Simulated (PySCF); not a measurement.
# C₅H₉NOSi: a tour of settings

Aim: see how C₅H₉NOSi (`C#C[Si@@]1(O)CCCN1`) answers to the choice of functional, basis, grid and SCF options.

The runs use PySCF 2.14.0, with density-fitted response routines of our own; the level of theory stands in each step. All values are computed, except where a source is named. Atoms count from 0, in the outputs and in this text.

## (1) The molecule as given

17 atoms, charge 0, multiplicity 1; geometry from: GFN2-xTB.

Bonds of the start (Å): C0–C1 1.20, C1–Si2 1.85, Si2–O3 1.63, Si2–C4 1.90, C4–C5 1.53, C5–C6 1.53, C6–N7 1.45, N7–Si2 1.72, C0–H8 1.05, O3–H9 0.95, C4–H10 1.09, C4–H11 1.09, C5–H12 1.09, C5–H13 1.09, C6–H14 1.10, C6–H15 1.09, N7–H16 1.01.

## (2) Shielding tensors: PBE0/pcSseg-1

The job: settings as JSON, then the geometry in Å.

```
{"job": {"kind": "nmr", "xc": "PBE0", "basis": "pcSseg-1"}, "charge": 0, "multiplicity": 1}
C      3.340231    -1.070803    -0.108897
C      2.354777    -0.407368     0.069238
Si     0.807760     0.573505     0.356879
O      1.361345     2.089776     0.586907
C     -0.510586     0.236953    -0.973217
C     -1.787026    -0.015035    -0.168079
C     -1.384778    -0.679736     1.147408
N     -0.233318     0.056384     1.630931
H      4.211154    -1.639775    -0.267936
H      0.762193     2.780505     0.857586
H     -0.252403    -0.655957    -1.541483
H     -0.656208     1.039515    -1.692946
H     -2.503686    -0.632206    -0.711839
H     -2.263764     0.940118     0.060900
H     -1.146959    -1.739196     0.974152
H     -2.195151    -0.628348     1.881464
H      0.089421    -0.236301     2.538484
```

With the program's defaults for keys left out, this is: GIAO PBE0/pcSseg-1 NMR shielding, non-relativistic, gas phase.

Command:

```console
> OMP_NUM_THREADS=1 python probes_run.py task.json out
```

The driver reads the jobs from task.json and runs them one after another.

Output:

```text
coarse grid: 14784 points
cycle   1  E = -614.6919407808  dE =  1.109e+00  |g| = 8.360e-01  |ddm| = 3.856e+00
cycle   2  E = -614.5895274705  dE =  1.024e-01  |g| = 1.122e+00  |ddm| = 1.542e+00
cycle   3  E = -614.8278142249  dE = -2.383e-01  |g| = 1.451e-01  |ddm| = 9.697e-01
cycle   4  E = -614.8317399808  dE = -3.926e-03  |g| = 6.237e-02  |ddm| = 1.439e-01
cycle   5  E = -614.8324758284  dE = -7.358e-04  |g| = 3.029e-02  |ddm| = 5.711e-02
cycle   6  E = -614.8326959974  dE = -2.202e-04  |g| = 5.323e-03  |ddm| = 2.312e-02
cycle   7  E = -614.8327016376  dE = -5.640e-06  |g| = 1.909e-03  |ddm| = 5.451e-03
final grid: 138520 points
cycle   8  E = -614.8893883492  dE = -2.976e-05  |g| = 1.148e-02  |ddm| = 3.170e-02
cycle   9  E = -614.8893554134  dE =  3.294e-05  |g| = 1.710e-02  |ddm| = 2.230e-02
cycle  10  E = -614.8894174930  dE = -6.208e-05  |g| = 1.407e-03  |ddm| = 1.342e-02
cycle  11  E = -614.8894178825  dE = -3.895e-07  |g| = 4.239e-04  |ddm| = 1.186e-03
cycle  12  E = -614.8894179115  dE = -2.907e-08  |g| = 2.525e-04  |ddm| = 4.601e-04
cycle  13  E = -614.8894179271  dE = -1.554e-08  |g| = 4.603e-05  |ddm| = 1.881e-04
cycle  14  E = -614.8894179276  dE = -4.659e-10  |g| = 1.162e-05  |ddm| = 5.075e-05
converged SCF energy = -614.8894179276

GIAO shielding tensors (ppm)
atom      isotropic    diamagn.    paramagn.     s11        s22        s33       span
  0 C       89.219     260.103    -170.883      3.500     10.760    253.397    249.897
  1 C       97.076     260.296    -163.220     -3.160      3.265    291.122    294.282
  2 Si     374.272     878.648    -504.376    337.414    384.971    400.430     63.016
  3 O      279.563     385.565    -106.002    248.995    291.981    297.712     48.717
  4 C      171.948     256.091     -84.143    164.510    170.243    181.090     16.579
  5 C      158.692     247.466     -88.774    144.483    159.053    172.541     28.058
  6 C      139.419     245.337    -105.918    121.330    135.429    161.499     40.169
  7 N      208.275     324.501    -116.226    173.638    210.684    240.503     66.865
  8 H       30.030      32.827      -2.798     24.805     24.852     40.432     15.626
  9 H       29.948      30.539      -0.591     21.881     24.764     43.199     21.318
 10 H       31.112      32.690      -1.578     26.402     29.252     37.681     11.279
 11 H       30.997      31.448      -0.451     26.614     28.487     37.889     11.275
 12 H       29.817      29.800       0.017     24.874     27.395     37.183     12.309
 13 H       30.143      30.622      -0.479     25.290     27.864     37.275     11.985
 14 H       28.738      30.513      -1.775     23.812     26.823     35.578     11.766
 15 H       28.549      28.633      -0.084     23.481     26.653     35.512     12.031
 16 H       30.466      31.759      -1.294     22.777     27.799     40.822     18.046
```

It took 28 s on 1 thread of Arm Neoverse V2, shared host; peak memory 1 GiB.

Shifts follow as δ = σ(reference) − σ, with reference shieldings (ppm) from runs at the same level and on the same kind of geometry: ¹H TMS 31.72, ¹³C TMS 186.9, ²⁹Si TMS 349.2, ¹⁵N NH3 267.7, ¹⁷O H2O 336.1. The references are single molecules in the gas phase, so shifts against H2O, NH3, PH3, H3PO4 or CFCl3 are not on the usual liquid scales and can be off by tens of ppm.

| atoms | environment | σ (ppm) | δ (ppm) | δ scaled to CDCl3 |
| --- | --- | --- | --- | --- |
| C0 | terminal alkyne carbon | 89.2 | 97.7 | 93.4 |
| C1 | alkyne carbon | 97.1 | 89.8 | 85.8 |
| C6 | sp3 CH2 bonded to N | 139.4 | 47.5 | 44.5 |
| C5 | sp3 CH2 in a ring | 158.7 | 28.2 | 25.6 |
| C4 | sp3 CH2 bonded to Si | 171.9 | 15.0 | 12.7 |
| H15 | hydrogen on an sp3 CH2 bonded to N | 28.55 | 3.17 | 3.09 |
| H14 | hydrogen on an sp3 CH2 bonded to N | 28.74 | 2.98 | 2.91 |
| H12 | hydrogen on an sp3 CH2 in a ring | 29.82 | 1.90 | 1.90 |
| H9 | hydrogen on an oxygen bonded to Si | 29.95 | 1.77 | – |
| H8 | hydrogen on a terminal alkyne carbon | 30.03 | 1.69 | 1.70 |
| H13 | hydrogen on an sp3 CH2 in a ring | 30.14 | 1.57 | 1.59 |
| H16 | hydrogen on a nitrogen bonded to C, Si, in a 5-membered ring | 30.47 | 1.25 | – |
| H11 | hydrogen on an sp3 CH2 bonded to Si | 31.00 | 0.72 | 0.78 |
| H10 | hydrogen on an sp3 CH2 bonded to Si | 31.11 | 0.61 | 0.68 |
| Si2 | silicon bonded to 2 C, N, O, in a 5-membered ring | 374.3 | -25.1 | – |
| O3 | oxygen bonded to Si, H | 279.6 | 56.5 | – |
| N7 | nitrogen bonded to C, Si, H, in a 5-membered ring | 208.3 | 59.5 | – |

The scaled column applies a straight-line fit of computed shieldings to shifts measured in CDCl3 (root-mean-square error 0.16 ppm for H, 1.9 ppm for C).

The run also stored atomic charges by several schemes (e):

| atoms | Mulliken | IAO | Hirshfeld | ESP fit |
| --- | --- | --- | --- | --- |
| C0 | -0.21 | -0.19 | -0.09 | -0.34 |
| C1 | -0.16 | -0.35 | -0.16 | -0.18 |
| Si2 | 1.18 | 1.33 | 0.47 | 0.85 |
| O3 | -0.53 | -0.78 | -0.31 | -0.70 |
| C4 | -0.59 | -0.58 | -0.17 | -0.32 |
| C5 | -0.23 | -0.25 | -0.07 | -0.03 |
| C6 | -0.03 | -0.14 | -0.03 | -0.03 |
| N7 | -0.67 | -0.69 | -0.25 | -0.74 |

Mayer bond orders: C0–C1 2.55, C1–Si2 0.85, Si2–O3 1.13, Si2–C4 0.85, C4–C5 1.03, C5–C6 1.03, C6–N7 0.97, N7–Si2 1.01.

Ring of atoms Si2, C4, C5, C6, N7: NICS(0) -6.5, NICS(1) -3.6, NICS(1)zz -2.7 ppm (means of both faces).

## (3) Ultraviolet spectrum: PBE0/def2-SVPD

Same as in step 2 but for these lines:

```diff
@@ -1,2 +1,2 @@
-{"job": {"kind": "nmr", "xc": "PBE0", "basis": "pcSseg-1"}, "charge": 0, "multiplicity": 1}
+{"job": {"kind": "uv", "xc": "PBE0", "basis": "def2-SVPD", "nstates": 6, "ntriplets": 2}, "charge": 0, "multiplicity": 1}
 C      3.340231    -1.070803    -0.108897
```

Level: TDDFT PBE0/def2-SVPD, vertical, gas phase, core orbitals frozen in the response.

Output:

```text
coarse grid: 14784 points
cycle   1  E = -614.4082988863  dE =  1.043e+00  |g| = 7.928e-01  |ddm| = 9.083e+00
cycle   2  E = -614.2885610775  dE =  1.197e-01  |g| = 1.111e+00  |ddm| = 2.866e+00
cycle   3  E = -614.5376636314  dE = -2.491e-01  |g| = 1.498e-01  |ddm| = 1.468e+00
cycle   4  E = -614.5420911486  dE = -4.428e-03  |g| = 6.593e-02  |ddm| = 3.015e-01
cycle   5  E = -614.5429570479  dE = -8.659e-04  |g| = 3.082e-02  |ddm| = 1.148e-01
cycle   6  E = -614.5431911449  dE = -2.341e-04  |g| = 5.223e-03  |ddm| = 4.425e-02
cycle   7  E = -614.5431968114  dE = -5.666e-06  |g| = 1.890e-03  |ddm| = 1.303e-02
final grid: 138520 points
cycle   8  E = -614.6292820836  dE = -3.246e-05  |g| = 1.118e-02  |ddm| = 1.737e-01
cycle   9  E = -614.6292463784  dE =  3.571e-05  |g| = 1.702e-02  |ddm| = 3.962e-02
cycle  10  E = -614.6293111624  dE = -6.478e-05  |g| = 1.410e-03  |ddm| = 2.502e-02
cycle  11  E = -614.6293115874  dE = -4.250e-07  |g| = 3.909e-04  |ddm| = 2.333e-03
cycle  12  E = -614.6293116131  dE = -2.573e-08  |g| = 2.395e-04  |ddm| = 9.360e-04
cycle  13  E = -614.6293116273  dE = -1.420e-08  |g| = 4.632e-05  |ddm| = 3.639e-04
cycle  14  E = -614.6293116279  dE = -5.127e-10  |g| = 1.136e-05  |ddm| = 1.206e-04
converged SCF energy = -614.6293116279

Static polarisability (au): isotropic 89.391, principal 77.728 80.625 109.819

Singlet excitations
state   eV       nm        f      main configurations
  1   5.8858    210.6   0.02155   H->L 0.81, H->L+1 0.09
  2   6.0499    204.9   0.04266   H->L+1 0.69, H->L+2 0.14
  3   6.2705    197.7   0.00323   H-1->L+1 0.42, H-2->L+1 0.19, H-2->L 0.08
  4   6.3757    194.5   0.00909   H->L+2 0.62, H-1->L+1 0.15
  5   6.6264    187.1   0.01880   H-2->L+1 0.30, H-1->L 0.21, H->L+1 0.10
  6   6.6940    185.2   0.00533   H-2->L 0.37, H-2->L+2 0.14, H->L+2 0.09

Triplet excitations (Tamm-Dancoff, eV): 4.9817 5.4535
```

Run time: 49 s. Hardware: 1 thread of Arm Neoverse V2, shared host; peak memory 0.93 GiB.

The orbitals next to the gap, with their largest atomic shares:

| orbital | eV | atoms |
| --- | --- | --- |
| HOMO−3 | -8.49 | C1 24 %, C0 21 %, O3 19 % |
| HOMO−2 | -8.28 | C1 40 %, C0 38 %, Si2 5 % |
| HOMO−1 | -7.99 | C1 25 %, C0 24 %, C4 17 % |
| HOMO | -6.92 | N7 55 %, C6 13 %, H14 6 % |
| LUMO | 0.17 | Si2 19 %, C0 18 %, C1 18 % |
| LUMO+1 | 0.20 | C0 29 %, C1 28 %, Si2 13 % |
| LUMO+2 | 0.59 | C0 16 %, Si2 14 %, C1 14 % |

With each of the 6 states as a Gaussian band of 0.4 eV half-width at 1/e, the curve within the window shown has maxima at 204 nm (ε 2,900) L/(mol cm). Beyond the last state computed it falls off for lack of states. The curve at chosen wavelengths:

```csv
nm,ε (L/mol/cm)
177,496
179,695
182,1024
184,1240
186,1443
188,1632
191,1905
193,2090
195,2280
198,2558
200,2713
202,2822
204,2865
207,2785
209,2636
211,2422
213,2163
216,1730
218,1441
220,1170
223,817
225,625
227,468
229,343
232,207
234,145
```

Further results of this job:

| property | computed |
| --- | --- |
| dipole moment (D) | 1.63 |
| polarisability (Å³) | 13.25 |
| HOMO–LUMO gap (eV) | 7.08 |
| −ε(HOMO) (eV) | 6.92 |

## (4) NMR shieldings: B97-2/3-21G

Same as in step 3 but for these lines:

```diff
@@ -1,2 +1,2 @@
-{"job": {"kind": "uv", "xc": "PBE0", "basis": "def2-SVPD", "nstates": 6, "ntriplets": 2}, "charge": 0, "multiplicity": 1}
+{"job": {"kind": "nmr", "xc": "B97-2", "basis": "3-21G", "pop": true, "scf": {"conv": 1e-11}}, "charge": 0, "multiplicity": 1}
 C      3.340231    -1.070803    -0.108897
```

Method: GIAO B97-2/3-21G NMR shielding, non-relativistic, gas phase.

Output:

```text
final grid: 138520 points
cycle   1  E = -611.9001022457  dE =  8.077e-01  |g| = 7.680e-01  |ddm| = 4.276e+00
cycle   2  E = -611.8157325949  dE =  8.437e-02  |g| = 1.022e+00  |ddm| = 1.825e+00
cycle   3  E = -612.0132031823  dE = -1.975e-01  |g| = 1.451e-01  |ddm| = 1.136e+00
cycle   4  E = -612.0174523636  dE = -4.249e-03  |g| = 6.355e-02  |ddm| = 1.917e-01
cycle   5  E = -612.0182547716  dE = -8.024e-04  |g| = 2.984e-02  |ddm| = 7.799e-02
cycle   6  E = -612.0184707650  dE = -2.160e-04  |g| = 4.904e-03  |ddm| = 2.795e-02
cycle   7  E = -612.0184766546  dE = -5.890e-06  |g| = 1.300e-03  |ddm| = 6.712e-03
cycle   8  E = -612.0184769924  dE = -3.378e-07  |g| = 4.281e-04  |ddm| = 1.637e-03
cycle   9  E = -612.0184770372  dE = -4.486e-08  |g| = 4.672e-05  |ddm| = 5.369e-04
cycle  10  E = -612.0184770379  dE = -6.232e-10  |g| = 1.075e-05  |ddm| = 8.509e-05
cycle  11  E = -612.0184770379  dE = -3.297e-11  |g| = 3.706e-06  |ddm| = 1.771e-05
cycle  12  E = -612.0184770379  dE =  6.366e-12  |g| = 1.742e-06  |ddm| = 5.688e-06
converged SCF energy = -612.0184770379

GIAO shielding tensors (ppm)
atom      isotropic    diamagn.    paramagn.     s11        s22        s33       span
  0 C      125.105     270.320    -145.215     54.806     60.281    260.228    205.422
  1 C      133.323     275.473    -142.150     53.394     57.073    289.503    236.109
  2 Si     525.220     872.323    -347.103    464.283    553.428    557.950     93.667
  3 O      316.248     391.542     -75.294    295.653    310.603    342.488     46.835
  4 C      196.641     250.983     -54.342    187.619    196.415    205.887     18.268
  5 C      183.141     240.954     -57.813    168.567    185.221    195.635     27.068
  6 C      166.376     239.823     -73.447    148.021    163.224    187.882     39.860
  7 N      242.163     321.200     -79.036    213.625    240.773    272.092     58.467
  8 H       31.267      30.447       0.821     26.332     26.358     41.112     14.779
  9 H       31.888      28.763       3.125     23.678     27.191     44.795     21.117
 10 H       32.590      31.339       1.251     27.458     30.685     39.626     12.169
 11 H       32.684      31.550       1.135     27.524     29.914     40.615     13.091
 12 H       31.456      31.379       0.077     25.904     28.992     39.472     13.568
 13 H       31.617      30.757       0.859     26.234     29.310     39.306     13.072
 14 H       30.320      29.117       1.204     25.047     28.219     37.695     12.648
 15 H       30.106      31.068      -0.962     24.340     28.220     37.757     13.417
 16 H       33.247      31.796       1.450     24.101     29.805     45.834     21.732
```

It took 11 s on 1 thread of Arm Neoverse V2, shared host; peak memory 0.6 GiB.

Key values: δ C0 83.6, C1 75.4, C6 42.3, C5 25.6, H15 3.28, H14 3.06 ppm.

## (5) NMR shieldings: KT3/6-31G* in chloroform

Same as in step 4 but for these lines:

```diff
@@ -1,2 +1,2 @@
-{"job": {"kind": "nmr", "xc": "B97-2", "basis": "3-21G", "pop": true, "scf": {"conv": 1e-11}}, "charge": 0, "multiplicity": 1}
+{"job": {"kind": "nmr", "xc": "KT3", "basis": "6-31G*", "solvent": "chloroform", "pop": false}, "charge": 0, "multiplicity": 1}
 C      3.340231    -1.070803    -0.108897
```

Level: GIAO KT3/6-31G* NMR shielding, non-relativistic, IEF-PCM chloroform.

Output:

```text
coarse grid: 14784 points
cycle   1  E = -622.6324618061  dE =  1.004e+00  |g| = 1.008e+00  |ddm| = 3.967e+00
cycle   2  E = -622.2256902369  dE =  4.068e-01  |g| = 1.687e+00  |ddm| = 2.584e+00
cycle   3  E = -622.8472539631  dE = -6.216e-01  |g| = 2.460e-01  |ddm| = 1.841e+00
cycle   4  E = -622.8606247053  dE = -1.337e-02  |g| = 9.843e-02  |ddm| = 3.121e-01
cycle   5  E = -622.8617289456  dE = -1.104e-03  |g| = 7.367e-02  |ddm| = 1.271e-01
cycle   6  E = -622.8631519458  dE = -1.423e-03  |g| = 1.354e-02  |ddm| = 6.525e-02
cycle   7  E = -622.8631948443  dE = -4.290e-05  |g| = 4.436e-03  |ddm| = 1.597e-02
cycle   8  E = -622.8631996698  dE = -4.825e-06  |g| = 1.039e-03  |ddm| = 5.215e-03
final grid: 138520 points
cycle   9  E = -622.7149639480  dE = -1.004e-04  |g| = 1.376e-02  |ddm| = 4.298e-02
cycle  10  E = -622.7148704606  dE =  9.349e-05  |g| = 2.582e-02  |ddm| = 3.165e-02
cycle  11  E = -622.7150002535  dE = -1.298e-04  |g| = 1.293e-03  |ddm| = 2.133e-02
cycle  12  E = -622.7150006333  dE = -3.798e-07  |g| = 4.555e-04  |ddm| = 1.593e-03
cycle  13  E = -622.7150006696  dE = -3.622e-08  |g| = 2.241e-04  |ddm| = 5.090e-04
cycle  14  E = -622.7150006817  dE = -1.217e-08  |g| = 7.625e-05  |ddm| = 2.265e-04
cycle  15  E = -622.7150006833  dE = -1.548e-09  |g| = 1.531e-05  |ddm| = 8.215e-05
cycle  16  E = -622.7150006833  dE = -6.276e-11  |g| = 3.142e-06  |ddm| = 1.748e-05
converged SCF energy = -622.7150006833

GIAO shielding tensors (ppm)
atom      isotropic    diamagn.    paramagn.     s11        s22        s33       span
  0 C      116.716     267.538    -150.822     44.860     50.298    254.991    210.131
  1 C      124.863     257.281    -132.418     41.521     45.494    287.576    246.055
  2 Si     412.976     879.116    -466.140    383.220    418.738    436.970     53.751
  3 O      281.119     389.505    -108.386    251.724    289.169    302.465     50.741
  4 C      178.988     252.595     -73.607    172.323    176.757    187.885     15.562
  5 C      166.134     245.733     -79.598    154.062    167.232    177.109     23.047
  6 C      148.458     244.537     -96.079    131.680    144.418    169.274     37.594
  7 N      209.300     321.412    -112.111    177.518    213.527    236.857     59.339
  8 H       30.458      30.423       0.036     25.517     25.570     40.288     14.771
  9 H       30.540      28.186       2.354     22.964     26.052     42.604     19.639
 10 H       31.899      32.438      -0.539     27.234     30.402     38.062     10.828
 11 H       31.742      31.198       0.544     27.555     29.552     38.118     10.564
 12 H       30.586      30.128       0.457     25.999     28.600     37.158     11.159
 13 H       30.817      30.803       0.014     26.208     28.876     37.367     11.159
 14 H       29.386      30.635      -1.249     24.690     27.591     35.876     11.186
 15 H       29.408      29.581      -0.173     24.694     27.849     35.681     10.987
 16 H       31.061      30.289       0.772     23.659     28.689     40.837     17.179
```

Wall time 16 s (1 thread of Arm Neoverse V2, shared host); peak memory 0.74 GiB.

This run: σ C0 116.7, C1 124.9, C6 148.5, C5 166.1, H14 29.39, H15 29.41 ppm.

## (6) Shielding tensors: PBE0/def2-SVPD

Same as in step 5 but for these lines:

```diff
@@ -1,2 +1,2 @@
-{"job": {"kind": "nmr", "xc": "KT3", "basis": "6-31G*", "solvent": "chloroform", "pop": false}, "charge": 0, "multiplicity": 1}
+{"job": {"kind": "nmr", "xc": "PBE0", "basis": "def2-SVPD", "pop": false}, "charge": 0, "multiplicity": 1}
 C      3.340231    -1.070803    -0.108897
```

Method: GIAO PBE0/def2-SVPD NMR shielding, non-relativistic, gas phase.

Output:

```text
coarse grid: 14784 points
cycle   1  E = -614.4082988863  dE =  1.043e+00  |g| = 7.928e-01  |ddm| = 9.083e+00
cycle   2  E = -614.2885610775  dE =  1.197e-01  |g| = 1.111e+00  |ddm| = 2.866e+00
cycle   3  E = -614.5376636314  dE = -2.491e-01  |g| = 1.498e-01  |ddm| = 1.468e+00
cycle   4  E = -614.5420911486  dE = -4.428e-03  |g| = 6.593e-02  |ddm| = 3.015e-01
cycle   5  E = -614.5429570479  dE = -8.659e-04  |g| = 3.082e-02  |ddm| = 1.148e-01
cycle   6  E = -614.5431911449  dE = -2.341e-04  |g| = 5.223e-03  |ddm| = 4.425e-02
cycle   7  E = -614.5431968114  dE = -5.666e-06  |g| = 1.890e-03  |ddm| = 1.303e-02
final grid: 138520 points
cycle   8  E = -614.6292820836  dE = -3.246e-05  |g| = 1.118e-02  |ddm| = 1.737e-01
cycle   9  E = -614.6292463784  dE =  3.571e-05  |g| = 1.702e-02  |ddm| = 3.962e-02
cycle  10  E = -614.6293111624  dE = -6.478e-05  |g| = 1.410e-03  |ddm| = 2.502e-02
cycle  11  E = -614.6293115874  dE = -4.250e-07  |g| = 3.909e-04  |ddm| = 2.333e-03
cycle  12  E = -614.6293116131  dE = -2.573e-08  |g| = 2.395e-04  |ddm| = 9.360e-04
cycle  13  E = -614.6293116273  dE = -1.420e-08  |g| = 4.632e-05  |ddm| = 3.639e-04
cycle  14  E = -614.6293116279  dE = -5.127e-10  |g| = 1.136e-05  |ddm| = 1.206e-04
converged SCF energy = -614.6293116279

GIAO shielding tensors (ppm)
atom      isotropic    diamagn.    paramagn.     s11        s22        s33       span
  0 C      108.440     253.439    -144.999     32.884     38.760    253.677    220.793
  1 C      111.579     228.848    -117.268     20.002     25.407    289.328    269.326
  2 Si     440.480     884.170    -443.691    406.387    449.659    465.393     59.006
  3 O      288.589     376.206     -87.618    256.790    299.956    309.020     52.230
  4 C      181.358     251.269     -69.912    173.759    180.354    189.961     16.203
  5 C      168.887     247.485     -78.598    157.102    168.464    181.096     23.994
  6 C      150.786     245.697     -94.911    132.712    147.705    171.942     39.230
  7 N      217.042     284.032     -66.990    186.182    220.129    244.815     58.633
  8 H       30.209      40.345     -10.136     25.025     25.119     40.482     15.457
  9 H       30.562      34.155      -3.592     22.487     25.689     43.511     21.024
 10 H       31.203      31.375      -0.172     26.540     29.508     37.561     11.020
 11 H       31.000      30.465       0.534     26.769     28.706     37.524     10.755
 12 H       29.951      29.824       0.127     25.223     27.518     37.110     11.887
 13 H       30.275      28.014       2.261     25.453     28.041     37.332     11.878
 14 H       28.877      28.104       0.772     24.000     26.981     35.648     11.648
 15 H       28.659      26.907       1.752     23.805     26.786     35.385     11.580
 16 H       30.406      32.621      -2.215     23.054     28.007     40.158     17.104
```

Run time: 38 s. Hardware: 1 thread of Arm Neoverse V2, shared host; peak memory 0.92 GiB.

Key values: δ C0 85.7, C1 82.6, C6 43.4, C5 25.3, H15 3.22, H14 3.00 ppm.

## (7) Side by side: NMR shifts

Isotropic shieldings (ppm) of some atoms, chosen among heavy atoms and hydrogens apart, with basis size and wall time:

| run | C0 | C1 | H9 | H16 | Si2 | O3 | N7 | functions | time |
| --- | --- | --- | --- | --- | --- | --- | --- | --- | --- |
| PBE0/pcSseg-1 | 89.2 | 97.1 | 29.95 | 30.47 | 374.3 | 279.6 | 208.3 | 188 | 28 s |
| B97-2/3-21G | 125.1 | 133.3 | 31.89 | 33.25 | 525.2 | 316.2 | 242.2 | 94 | 11 s |
| KT3/6-31G* in chloroform | 116.7 | 124.9 | 30.54 | 31.06 | 413.0 | 281.1 | 209.3 | 134 | 16 s |
| PBE0/def2-SVPD | 108.4 | 111.6 | 30.56 | 30.41 | 440.5 | 288.6 | 217.0 | 239 | 38 s |

## (8) Outcome

| quantity | value |
| --- | --- |
| ¹³C shifts against TMS (PBE0/pcSseg-1) | 97.7, 89.8, 47.5, 28.2, 15.0 ppm |
| ¹H shifts against TMS (PBE0/pcSseg-1) | 3.17, 2.98, 1.90, 1.77, 1.69, 1.57, 1.25, 0.72, 0.61 ppm |
| ²⁹Si shifts against TMS (PBE0/pcSseg-1) | -25.1 ppm |
| ¹⁷O shifts against H2O (PBE0/pcSseg-1) | 56.5 ppm |
| ¹⁵N shifts against NH3 (PBE0/pcSseg-1) | 59.5 ppm |
| lowest singlet (PBE0/def2-SVPD) | 5.89 eV (211 nm), f = 0.022 |
| brightest single state of those computed | state 2, 6.05 eV, f = 0.043 |
| lowest triplet | 4.98 eV |
| range of the shielding of Si2 | 374.3 to 525.2 ppm |

Single values in the summary come from the first run of each kind that ended normally (PBE0/pcSseg-1; PBE0/def2-SVPD), which need not be the best level. At PBE0/pcSseg-1: The largest span, 294 ppm, is at C1, where the paramagnetic term is -163 ppm. The first singlet state (HOMO→LUMO 0.81, HOMO→LUMO+1 0.09) lies at 5.89 eV and is weak; of the 6 states computed, the strongest absorption comes from state 2 at 6.05 eV. The lowest triplet lies 0.90 eV below the lowest singlet (triplets in Tamm-Dancoff, singlets in full TDDFT). Across the 4 runs the shielding of Si2 moves most, between 374.3 (PBE0/pcSseg-1) and 525.2 ppm (B97-2/3-21G).
